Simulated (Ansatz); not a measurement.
# CH2BFO: molecular dynamics

Aim: follow the molecule's vibrations and see whether its bonds hold. The start is relaxed first. Runs: 300 steps of 0.25 fs under a Nosé-Hoover thermostat at 1000 K. SMILES of the start: O=CBF.

Method: RKS r2SCAN-D4/def2-SVP, in Ansatz 0.2.0.

## 1. The system as given

Bond lengths: O1–C2 1.267 Å, C2–B3 1.568 Å, B3–F4 1.429 Å, C2–H5 1.085 Å, B3–H6 1.184 Å. Angles: O1–C2–B3 119.7°, O1–C2–H5 119.7°, B3–C2–H5 120.5°, C2–B3–F4 117.7°, C2–B3–H6 119.3°, F4–B3–H6 122.5°.

Structure file:

```xyz
6

O     1.0616   -0.6070   -1.2824
C     0.4451    0.2728   -0.6114
B    -0.4875   -0.1633    0.5708
F    -0.5550   -1.5558    0.8860
H     0.5768    1.3223   -0.8509
H    -0.9988    0.6670    1.2417
```

## 2. Preparing the start

input.yaml

```yaml
crystal:
  periodic: [false, false, false]
  atoms:
    - { symbol: O, position_ang: [1.0616, -0.607, -1.2824] }
    - { symbol: C, position_ang: [0.4451, 0.2728, -0.6114] }
    - { symbol: B, position_ang: [-0.4875, -0.1633, 0.5708] }
    - { symbol: F, position_ang: [-0.555, -1.5558, 0.886] }
    - { symbol: H, position_ang: [0.5768, 1.3223, -0.8509] }
    - { symbol: H, position_ang: [-0.9988, 0.667, 1.2417] }
basis:
  gaussian: { orbitals: def2-SVP }
hamiltonian:
  xc: r2scan
  dispersion: d4
relax:
  f_tol: 0.02
  max_steps: 40
```

On the command line:

```bash
> ansatz run input.yaml --threads 1 --pin off --max-ram 2048MiB --backend cpu --events-out ev --progress --plain --runs-dir out
```

Standard output (excerpt; [...] marks lines left out):

```text
Warning: RAYON_NUM_THREADS=1 ignored (pool sized by the plan → 1); use --threads N
[...]
Functional definition: r2SCAN
[...]
719 factors; their error is unknown
[...]
mean field -6501.19908339 eV, -238.9146596436 hartree, gradient 3.0e-5 eV, S^2 0.000000; 0 other end points of the search recorded, 0 dependent functions left out
[...]
reference -6501.19909056 eV, -238.9146599072 hartree; 15, 15 occupied and 51, 51 virtual orbitals, 719 factors
relax step   1: F+E_penalty+E_count = -6501.21638028 eV  Δ(F+E_penalty+E_count) = +0.000e0 eV  max|allowed force component| = 3.729e0 eV/Å  Δτ_max = 0.0000 Å  (25 SCF iters, accepted)
[...]
relax step   6: F+E_penalty+E_count = -6501.63669675 eV  Δ(F+E_penalty+E_count) = -1.672e-3 eV  max|allowed force component| = 4.325e-2 eV/Å  Δτ_max = 0.0165 Å  (30 SCF iters, accepted)
[...]
relax step   7: F+E_penalty+E_count = -6501.63688771 eV  Δ(F+E_penalty+E_count) = -1.910e-4 eV  max|allowed force component| = 9.109e-3 eV/Å  Δτ_max = 0.0064 Å  (30 SCF iters, accepted)
719 factors; their error is unknown
[...]
mean field -6501.61957051 eV, -238.9301122603 hartree, gradient 1.0e-5 eV, S^2 0.000000; 1 other end points of the search recorded, 0 dependent functions left out
[...]
reference -6501.61957777 eV, -238.9301125272 hartree; 15, 15 occupied and 51, 51 virtual orbitals, 719 factors
Total energy: -6501.63689498 eV, -238.9307489226 hartree
Atom 0 at     1.108186    -0.598112    -1.249370 Å, force     0.004339     0.000668    -0.005922 eV/Å
Atom 1 at     0.475147     0.240035    -0.638861 Å, force    -0.002509     0.004720     0.000616 eV/Å
Atom 2 at    -0.460256    -0.178462     0.608158 Å, force    -0.007741     0.005243     0.009109 eV/Å
Atom 3 at    -0.608047    -1.464185     0.835355 Å, force     0.000143    -0.000007     0.001286 eV/Å
Atom 4 at     0.546598     1.326600    -0.936694 Å, force     0.003020    -0.004947    -0.000964 eV/Å
Atom 5 at    -1.019428     0.610123     1.335214 Å, force     0.002748    -0.005677    -0.004125 eV/Å
Dipole moment:    -0.199877     0.375213     0.185354 e Å
```

Run time: 23 s. Hardware: 1 thread of Arm Neoverse V1, shared host; peak memory 0.15 GiB.

Step by step:

| step | energy from step 1 (eV) | largest force component (eV/Å) |
| --- | --- | --- |
| 1 | 0.0000 | 3.7291 |
| 2 | -0.2190 | 2.2946 |
| 3 | -0.3538 | 1.0922 |
| 4 | -0.4156 | 0.2177 |
| 5 | -0.4186 | 0.1557 |
| 6 | -0.4203 | 0.0433 |
| 7 | -0.4205 | 0.0091 |

Step 1 is the start.

After: Bond lengths: O1–C2 1.215 Å, C2–B3 1.614 Å, B3–F4 1.314 Å, C2–H5 1.129 Å, B3–H6 1.210 Å. Angles: O1–C2–B3 120.8°, O1–C2–H5 119.9°, B3–C2–H5 119.3°, C2–B3–F4 116.9°, C2–B3–H6 124.3°, F4–B3–H6 118.8°.

## 3. Dynamics

300 steps of 0.25 fs under a Nosé-Hoover thermostat at 1000 K, from the relaxed start.

input.yaml

```yaml
crystal:
  periodic: [false, false, false]
  atoms:
    - { symbol: O, position_ang: [1.108186, -0.598112, -1.24937] }
    - { symbol: C, position_ang: [0.475147, 0.240035, -0.638861] }
    - { symbol: B, position_ang: [-0.460256, -0.178462, 0.608158] }
    - { symbol: F, position_ang: [-0.608047, -1.464185, 0.835355] }
    - { symbol: H, position_ang: [0.546598, 1.3266, -0.936694] }
    - { symbol: H, position_ang: [-1.019428, 0.610123, 1.335214] }
basis:
  gaussian: { orbitals: def2-SVP }
hamiltonian:
  xc: r2scan
  dispersion: d4
md:
  timestep: 0.25
  n_steps: 300
  ensemble: nvt_nose_hoover
  temperature: 1000.0
  initial_velocities: maxwell_boltzmann
  seed: 448777
  nose_hoover: { tau: 300.0, chain_length: 3 }
```

On the command line:

```bash
> ansatz run input.yaml --threads 1 --pin off --max-ram 2048MiB --backend cpu --events-out ev --progress --plain --runs-dir out
```

Standard output (excerpt; [...] marks lines left out):

```text
Warning: RAYON_NUM_THREADS=1 ignored (pool sized by the plan → 1); use --threads N
[...]
[... 1 set-up line as earlier in the session ...]
[...]
719 factors; their error is unknown
[...]
mean field -6501.61957956 eV, -238.9301125929 hartree, gradient 2.9e-5 eV, S^2 0.000000; 0 other end points of the search recorded, 0 dependent functions left out
[...]
reference -6501.61958681 eV, -238.9301128593 hartree; 15, 15 occupied and 51, 51 virtual orbitals, 719 factors
md step     0: t =     0.00 fs  T =  1000.0 K  F+E_penalty+E_count = -6501.63689677 eV  E_kin = 0.517040 eV  conserved = -6501.11985677 eV  (25 SCF iters)
[...]
md step    20: t =     5.00 fs  T =   580.2 K  F+E_penalty+E_count = -6501.41964579 eV  E_kin = 0.299967 eV  conserved = -6501.11968908 eV  (31 SCF iters)
[...]
md step    40: t =    10.00 fs  T =   390.8 K  F+E_penalty+E_count = -6501.32169166 eV  E_kin = 0.202049 eV  conserved = -6501.11970652 eV  (31 SCF iters)
[...]
md step    60: t =    15.00 fs  T =   312.0 K  F+E_penalty+E_count = -6501.28074385 eV  E_kin = 0.161319 eV  conserved = -6501.11959649 eV  (31 SCF iters)
[...]
md step    80: t =    20.00 fs  T =   624.1 K  F+E_penalty+E_count = -6501.44199560 eV  E_kin = 0.322704 eV  conserved = -6501.11969536 eV  (31 SCF iters)
md step    81: t =    20.25 fs  T =   637.2 K  F+E_penalty+E_count = -6501.44872018 eV  E_kin = 0.329449 eV  conserved = -6501.11969165 eV  (31 SCF iters)
md step    82: t =    20.50 fs  T =   650.4 K  F+E_penalty+E_count = -6501.45552409 eV  E_kin = 0.336274 eV  conserved = -6501.11968914 eV  (31 SCF iters)
```

## 4. More of the same log: dynamics from the start

The log, continued (excerpt; [...] marks lines left out):

```text
md step    83: t =    20.75 fs  T =   663.8 K  F+E_penalty+E_count = -6501.46244853 eV  E_kin = 0.343218 eV  conserved = -6501.11968805 eV  (31 SCF iters)
[...]
md step   109: t =    27.25 fs  T =   830.3 K  F+E_penalty+E_count = -6501.54787156 eV  E_kin = 0.429275 eV  conserved = -6501.11968516 eV  (31 SCF iters)
[...]
md step   135: t =    33.75 fs  T =   670.9 K  F+E_penalty+E_count = -6501.46477333 eV  E_kin = 0.346893 eV  conserved = -6501.11965063 eV  (29 SCF iters)
[...]
md step   161: t =    40.25 fs  T =   539.5 K  F+E_penalty+E_count = -6501.39617692 eV  E_kin = 0.278921 eV  conserved = -6501.11969200 eV  (30 SCF iters)
[...]
md step   185: t =    46.25 fs  T =   652.1 K  F+E_penalty+E_count = -6501.45385117 eV  E_kin = 0.337169 eV  conserved = -6501.11972691 eV  (31 SCF iters)
md step   186: t =    46.50 fs  T =   669.3 K  F+E_penalty+E_count = -6501.46271838 eV  E_kin = 0.346056 eV  conserved = -6501.11974167 eV  (30 SCF iters)
```

## 5. The log goes on: dynamics from the start

The log, continued (excerpt; [...] marks lines left out):

```text
md step   187: t =    46.75 fs  T =   684.9 K  F+E_penalty+E_count = -6501.47074186 eV  E_kin = 0.354102 eV  conserved = -6501.11975483 eV  (30 SCF iters)
[...]
md step   208: t =    52.00 fs  T =   645.7 K  F+E_penalty+E_count = -6501.44962857 eV  E_kin = 0.333875 eV  conserved = -6501.11966619 eV  (30 SCF iters)
[...]
md step   229: t =    57.25 fs  T =   831.1 K  F+E_penalty+E_count = -6501.54464953 eV  E_kin = 0.429737 eV  conserved = -6501.11970223 eV  (30 SCF iters)
[...]
md step   250: t =    62.50 fs  T =   870.6 K  F+E_penalty+E_count = -6501.56382460 eV  E_kin = 0.450148 eV  conserved = -6501.11967082 eV  (30 SCF iters)
[...]
md step   298: t =    74.50 fs  T =   630.3 K  F+E_penalty+E_count = -6501.43720017 eV  E_kin = 0.325892 eV  conserved = -6501.11967765 eV  (30 SCF iters)
md step   299: t =    74.75 fs  T =   630.7 K  F+E_penalty+E_count = -6501.43734893 eV  E_kin = 0.326074 eV  conserved = -6501.11969145 eV  (29 SCF iters)
[...]
md step   300: t =    75.00 fs  T =   630.8 K  F+E_penalty+E_count = -6501.43739886 eV  E_kin = 0.326156 eV  conserved = -6501.11970541 eV  (28 SCF iters)
Total energy: -6501.43740616 eV, -238.9234178440 hartree
Atom 0 at     0.844770    -0.422946    -1.403850 Å, force     0.510901    -0.521801    -1.182552 eV/Å
Atom 1 at     0.789617     0.109148    -0.319188 Å, force    -1.780995     0.328612     0.388339 eV/Å
Atom 2 at    -0.676971    -0.351185     0.147537 Å, force     1.263000    -0.827311     1.015158 eV/Å
Atom 3 at    -0.481555    -1.347693     1.056045 Å, force    -0.779092     0.537085    -0.563658 eV/Å
Atom 4 at     1.671416     0.552081     0.170952 Å, force     0.423161     0.319663     0.254294 eV/Å
Atom 5 at    -1.770401    -0.179281    -0.349338 Å, force     0.363025     0.163751     0.088419 eV/Å
Dipole moment:     0.023704     0.328089     0.213073 e Å
```

Wall time 12 min (1 thread of Arm Neoverse V1, shared host); peak memory 0.11 GiB.

## 6. The trajectory

One step in 12; energies are changes from step 0:

| time (fs) | T (K) | potential energy change (meV/atom) | conserved energy change (meV/atom) |
| --- | --- | --- | --- |
| 0.0 | 1000 | 0.0 | 0.00 |
| 3.0 | 771 | 19.8 | 0.03 |
| 6.0 | 493 | 43.8 | 0.03 |
| 9.0 | 375 | 53.9 | 0.03 |
| 12.0 | 387 | 52.9 | 0.02 |
| 15.0 | 312 | 59.4 | 0.04 |
| 18.0 | 508 | 42.4 | 0.02 |
| 21.0 | 678 | 27.9 | 0.03 |
| 24.0 | 817 | 15.9 | 0.02 |
| 27.0 | 827 | 15.1 | 0.03 |
| 30.0 | 802 | 17.3 | 0.02 |
| 33.0 | 672 | 28.6 | 0.04 |
| 36.0 | 691 | 27.0 | 0.02 |
| 39.0 | 579 | 36.7 | 0.03 |
| 42.0 | 490 | 44.4 | 0.03 |
| 45.0 | 559 | 38.6 | 0.03 |
| 48.0 | 727 | 24.1 | 0.01 |
| 51.0 | 658 | 30.1 | 0.03 |
| 54.0 | 654 | 30.6 | 0.03 |
| 57.0 | 812 | 17.0 | 0.03 |
| 60.0 | 944 | 5.7 | 0.02 |
| 63.0 | 857 | 13.4 | 0.03 |
| 66.0 | 757 | 22.1 | 0.03 |
| 69.0 | 713 | 26.0 | 0.03 |
| 72.0 | 671 | 29.7 | 0.03 |
| 75.0 | 631 | 33.2 | 0.03 |

time (fs), T (K) and a bar:
```
      0.0       1000 ##############################
      3.2        745 ##################
      6.5        454 #####
      9.8        386 ##
     13.0        348 
     16.2        376 #
     19.5        598 ############
     22.8        774 ####################
     26.0        823 ######################
     29.2        829 ######################
     32.5        681 ###############
     35.8        693 ################
     39.2        570 ##########
     42.5        482 ######
     45.8        615 ############
     49.0        715 #################
     52.2        644 ##############
     55.5        708 #################
     58.8        926 ###########################
     62.0        886 #########################
     65.2        785 ####################
     68.5        713 #################
     71.8        679 ###############
     75.0        631 #############
```

## 7. Frames from the trajectory

Extended XYZ, with forces in eV/Å:

```xyz
6
time_fs=9.5 T=382 dE=0.3198
O     1.128   -0.587   -1.297   -1.156    0.174    0.731
C     0.463    0.168   -0.602    1.454    1.934   -0.701
B    -0.557   -0.151    0.576    0.665   -1.198    0.864
F    -0.577   -1.442    0.846   -0.645   -0.158    0.243
H     0.761    1.295   -0.580   -0.179   -0.660   -0.348
H    -0.950    0.615    1.457   -0.138   -0.092   -0.790
6
time_fs=18.8 T=556 dE=0.2299
O     1.102   -0.579   -1.322   -0.525   -0.304   -0.029
C     0.516    0.186   -0.589    0.645    1.024    0.598
B    -0.590   -0.196    0.569    1.263    1.767   -1.073
F    -0.572   -1.438    0.869   -0.630   -1.687    0.771
H     0.947    1.257   -0.488   -0.474   -0.342   -0.190
H    -1.096    0.692    1.234   -0.279   -0.458   -0.076
6
time_fs=28.0 T=838 dE=0.0849
O     1.051   -0.580   -1.342   -0.437    0.846    0.722
C     0.600    0.245   -0.548    0.117   -1.333   -0.370
B    -0.543   -0.174    0.505   -0.334   -2.073    0.502
F    -0.591   -1.479    0.915    0.273    1.811   -0.641
H     0.950    1.294   -0.554    0.270    0.533   -0.164
H    -1.426    0.526    0.938    0.111    0.216   -0.049
6
time_fs=37.5 T=644 dE=0.1865
O     0.981   -0.558   -1.344    0.455   -0.441   -0.426
C     0.695    0.274   -0.510   -1.462   -1.149    0.574
B    -0.521   -0.253    0.465   -0.262    0.967   -0.622
F    -0.601   -1.464    0.944    0.644   -0.469    0.165
H     0.989    1.317   -0.679    0.384    0.872    0.300
H    -1.565    0.376    0.529    0.241    0.220    0.009
6
time_fs=47.0 T=698 dE=0.1592
O     0.931   -0.545   -1.355    0.132    0.694    0.460
C     0.720    0.271   -0.456   -0.200   -0.812   -0.450
B    -0.521   -0.281    0.384   -0.115    0.447   -0.558
F    -0.584   -1.458    0.977    0.238    0.372    0.014
H     1.131    1.329   -0.517    0.050   -0.412    0.184
H    -1.526    0.370    0.139   -0.106   -0.288    0.351
6
time_fs=56.2 T=755 dE=0.1313
O     0.893   -0.512   -1.361    0.301   -0.209   -0.749
C     0.727    0.224   -0.411    1.366    1.309    0.552
B    -0.539   -0.281    0.274   -1.423   -1.828    1.346
F    -0.555   -1.439    1.008    0.208    1.627   -0.898
H     1.383    1.160   -0.204   -0.405   -0.843   -0.326
H    -1.602    0.225   -0.009   -0.047   -0.056    0.076
6
time_fs=65.5 T=776 dE=0.1228
O     0.868   -0.480   -1.389   -0.067    0.821    0.892
C     0.771    0.196   -0.352   -0.096   -1.095   -0.861
B    -0.631   -0.367    0.227    0.771    2.179   -0.977
F    -0.518   -1.371    1.015    0.052   -1.781    1.282
H     1.654    0.839   -0.017   -0.677   -0.159   -0.082
H    -1.723    0.015   -0.100    0.016    0.036   -0.254
6
time_fs=75.0 T=631 dE=0.1995
O     0.845   -0.423   -1.404    0.511   -0.522   -1.183
C     0.790    0.109   -0.319   -1.781    0.329    0.388
B    -0.677   -0.351    0.147    1.263   -0.827    1.015
F    -0.482   -1.348    1.056   -0.779    0.537   -0.564
H     1.671    0.552    0.171    0.423    0.320    0.254
H    -1.770   -0.179   -0.349    0.363    0.164    0.088
```

## 8. Results

| quantity | value |
| --- | --- |
| relaxation of the start | 6 moves, 0.421 eV lower |
| length | 300 steps of 0.25 fs |
| temperature, first and last step | 1000 and 631 K |
| temperature, second half | mean 699 K, from 480 to 946 K |
| potential energy, second half | +27 meV/atom from the start |
| largest change of the conserved energy | 0.04 meV/atom |
| bonds formed or broken | 0 |

**Reading.** Against a set 1000 K the second half averages 699 K with a spread of 122 K; 27 meV/atom has gone into potential energy, and a thermostat that acts over some 300 fs has not made it up in 75 fs. The conserved energy strays from its start by at most 0.04 meV/atom, under 0.1 % of the mean kinetic energy, so a step of 0.25 fs is short enough over this time. No bond forms or breaks. A run of 75 fs with 6 atoms shows the motion but fixes no equilibrium value. The nuclei move classically, without zero-point motion, which matters most for hydrogen.
